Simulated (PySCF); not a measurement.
# C2H11N4Ta (Ta(NEt)(NH2)3): the cost of one run

Computed with PySCF 2.14.0, with density-fitted response routines of our own, on a single molecule in the gas phase. Atoms count from 0, in the outputs and in this text.

### 1 The molecule as given

18 atoms, charge 0, multiplicity 1; geometry from: GFN2-xTB. The atoms were then displaced at random by about 0.03 Å, so the start is not that level's minimum.

Bonds of the start (Å): Ta0–N1 1.78, Ta0–N9 1.93, Ta0–N12 2.17, Ta0–N15 1.94, N1–C2 1.39, C2–C3 1.58, C2–H4 1.12, C2–H5 1.07, C3–H6 1.10, C3–H7 1.12, C3–H8 0.96, N9–H10 1.01, N9–H11 1.03, N12–H13 1.01, N12–H14 0.97, N15–H16 1.00, N15–H17 1.03.

### 2 Optimising the geometry at PBE0-D3(BJ)/def2-SVP

The job: settings as JSON, then the geometry in Å.

```
{"job": {"xc": "PBE0", "basis": "def2-SVP", "d3": "d3bj", "grid": 1, "maxiter": 40, "shake": 0.03, "kind": "geom"}, "charge": 0, "multiplicity": 1}
Ta    -0.029470     0.249900    -1.140510
N     -0.166120     0.375650     0.629540
C     -0.204040     0.293090     2.014650
C      0.413500    -1.084580     2.494690
H      0.524740     1.040830     2.429710
H     -1.165010     0.512270     2.426680
H      0.355230    -1.154910     3.591460
H     -0.318160    -1.826500     2.094980
H      1.304960    -1.271980     2.177060
N      1.839080     0.265810    -1.636320
H      2.141730     0.258160    -2.603400
H      2.687860     0.274230    -1.057420
N     -1.097300     2.027350    -1.795180
H     -1.475290     2.752080    -1.200920
H     -1.149560     2.201770    -2.745780
N     -1.043740    -1.295900    -1.715400
H     -1.474920    -2.029420    -1.189400
H     -1.199800    -1.570930    -2.696690
```

Run with:

```
OMP_NUM_THREADS=1 python probes_run.py task.json out
```

The driver reads the jobs from task.json and runs them one after another.

**Question.** How long does this first job take on 1 thread of Intel Xeon at 2.50GHz, shared host, and how much memory does it need?

About 6.4 min, with a peak of 0.84 GiB.
